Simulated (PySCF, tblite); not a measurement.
# C₆H₁₀N radical: geometry, infrared bands and EPR parameters

What infrared bands and EPR parameters should C₆H₁₀N radical (`C[C@H](N)[CH]C1C=C1`) show?

Programs: tblite 0.8.0 and PySCF 2.14.0, with density-fitted response routines of our own. Each step states its level of theory. These are calculated values for one molecule in the gas phase, unless marked as measured. Atoms are numbered from 0 throughout.

## 1. The starting structure

17 atoms, charge 0, multiplicity 2; geometry from: force field or distance geometry start.

Bonds of the start (Å): C0–C1 1.52, C1–N2 1.44, C1–C3 1.49, C3–C4 1.46, C4–C5 1.43, C5–C6 1.30, C6–C4 1.43, C0–H7 1.09, C0–H8 1.10, C0–H9 1.11, C1–H10 1.10, N2–H11 1.01, N2–H12 1.03, C3–H13 1.08, C4–H14 1.07, C5–H15 1.05, C6–H16 1.07.

## 2. Optimising the geometry with GFN2-xTB

The job: settings as JSON, then the geometry in Å.

```
{"job": {"kind": "relax", "xc": "GFN2-xTB", "basis": "xTB"}, "charge": 0, "multiplicity": 2}
C     -1.959000    -0.877400     0.290000
C     -0.923800     0.232700     0.171800
N     -1.464000     1.360700    -0.541700
C      0.288600    -0.250300    -0.555600
C      1.519900    -0.548700     0.169000
C      2.749700    -0.306000    -0.526300
C      2.421500     0.541300     0.405100
H     -2.287500    -1.222200    -0.690700
H     -1.565300    -1.740300     0.839200
H     -2.857600    -0.521800     0.834900
H     -0.648500     0.555000     1.189400
H     -0.786900     2.111400    -0.550300
H     -2.284800     1.728100    -0.030200
H      0.204500    -0.500800    -1.605100
H      1.506400    -1.350900     0.878500
H      3.437700    -0.614500    -1.259600
H      2.642200     1.415700     0.971700
```

Started as:

```sh
OMP_NUM_THREADS=1 python probes_run.py task.json out
```

The driver reads the jobs from task.json and runs them one after another.

**Question.** This job is followed by: GFN2-xTB harmonic vibrations, gas phase; UKS B3LYP, pcH-1 on C H N, non-relativistic, mean-field spin-orbit, GIAO. What will the session give for the following? strongest single infrared mode (GFN2-xTB); zero-point energy (GFN2-xTB); g(iso) (B3LYP); ⟨S²⟩; largest a(iso) (averaged by class); surface potential, 1st and 99th percentile.

As calculated:

| quantity | value |
| --- | --- |
| strongest single infrared mode (GFN2-xTB) | 2740 cm⁻¹, 124 km/mol |
| zero-point energy (GFN2-xTB) | 88.2 kcal/mol |
| g(iso) (B3LYP) | 2.00246 |
| ⟨S²⟩ | 0.756 (exact 0.75) |
| largest a(iso) (averaged by class) | 13C on C3, 79.9 MHz |
| surface potential, 1st and 99th percentile | -1.77 V and 1.19 V |

Over 92 steps the energy fell by 0.593 eV; of the close pairs, C4–C5 changed most, 1.433 to 1.528 Å. All 45 modes are real, so the xTB geometry is a minimum. The strongest single mode, at 2740 cm⁻¹, moves mainly H10. Unscaled tight-binding wavenumbers are off by several per cent, some by more. Its intensities can rank the bands wrongly. C3 carries the largest spin population, 0.94 e. The isotropic g lies 0.1 ppt above the free-electron value.
